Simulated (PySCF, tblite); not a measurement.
# C4H10AsGe radical: geometry, infrared bands and EPR parameters

Aim: predict the infrared bands and EPR parameters of C4H10AsGe radical (`[AsH2][GeH2][C]1CCC1`).

The runs use tblite 0.8.0 and PySCF 2.14.0, with density-fitted response routines of our own; the level of theory stands in each step. All values are computed, except where a source is named. Atoms are numbered from 0 throughout.

### 1 The starting structure

16 atoms, charge 0, multiplicity 2; geometry from: force field or distance geometry start.

Bonds of the start (Å): As0–Ge1 2.41, Ge1–C2 1.95, C2–C3 1.54, C3–C4 1.54, C4–C5 1.52, C5–C2 1.52, As0–H6 1.56, As0–H7 1.57, Ge1–H8 1.54, Ge1–H9 1.56, C3–H10 1.10, C3–H11 1.10, C4–H12 1.11, C4–H13 1.11, C5–H14 1.11, C5–H15 1.12.

### 2 Optimising the geometry with GFN2-xTB

Job settings and geometry (Å):

```
{"job": {"kind": "relax", "xc": "GFN2-xTB", "basis": "xTB"}, "charge": 0, "multiplicity": 2}
As     2.404900    -0.156600     0.862000
Ge     1.001900    -1.216100    -0.788900
C     -0.825300    -0.553900    -0.675000
C     -0.894500     0.979900    -0.725300
C     -1.401800     0.990200     0.724200
C     -1.363000    -0.528500     0.750600
H      3.696500    -0.741200     0.221300
H      2.501200     1.161300     0.020300
H      1.581900    -0.941000    -2.191000
H      0.998900    -2.750400    -0.519700
H      0.088800     1.471900    -0.831700
H     -1.663100     1.327400    -1.436200
H     -0.677800     1.455900     1.428800
H     -2.429500     1.393900     0.798900
H     -2.376100    -0.966500     0.823400
H     -0.650700    -0.917300     1.526700
```

The run is started by

```bash
$ OMP_NUM_THREADS=1 python probes_run.py task.json out
```

One launch serves the whole session: the jobs run in the order shown.

**Question.** This job is followed by: GFN2-xTB harmonic vibrations, gas phase; UKS B3LYP, def2-TZVP-core on As Ge, pcH-1 on C H, non-relativistic, mean-field spin-orbit, GIAO. Predict these results of the whole session: strongest single infrared mode (GFN2-xTB); zero-point energy (GFN2-xTB); g(iso) (B3LYP); ⟨S²⟩; largest a(iso) (averaged by class); potential on the surface of density 0.002 e/bohr³, 1st and 99th percentile.

As calculated:

| quantity | value |
| --- | --- |
| strongest single infrared mode (GFN2-xTB) | 1923 cm⁻¹, 853 km/mol |
| zero-point energy (GFN2-xTB) | 71.6 kcal/mol |
| g(iso) (B3LYP) | 2.00180 |
| ⟨S²⟩ | 0.755 (exact 0.75) |
| largest a(iso) (averaged by class) | 13C on C2, 129.1 MHz |
| potential on the surface of density 0.002 e/bohr³, 1st and 99th percentile | -0.41 V and 0.80 V |

In words: Relaxing lowered the energy by 0.457 eV in 104 steps; the close pair that moved most is As0–H7, from 1.567 to 1.504 Å. No mode is imaginary among the 42: a minimum at this level. The strongest single mode, at 1923 cm⁻¹, moves mainly H6. GFN2-xTB is a fitted tight-binding method: band positions and strengths are rough. Its intensities can rank the bands wrongly. Most of the unpaired spin sits on C2 (0.93 e). The isotropic g lies 0.5 ppt below the free-electron value. The hyperfine terms hold no scalar relativity, which the heavier nuclei need. These values are for one conformer; the search (at its own cheap level) found 2 more, at 0.01, 0.74 kcal/mol (those within 0.05 may be mirror or relabelled copies), and measured spectra average over such forms.
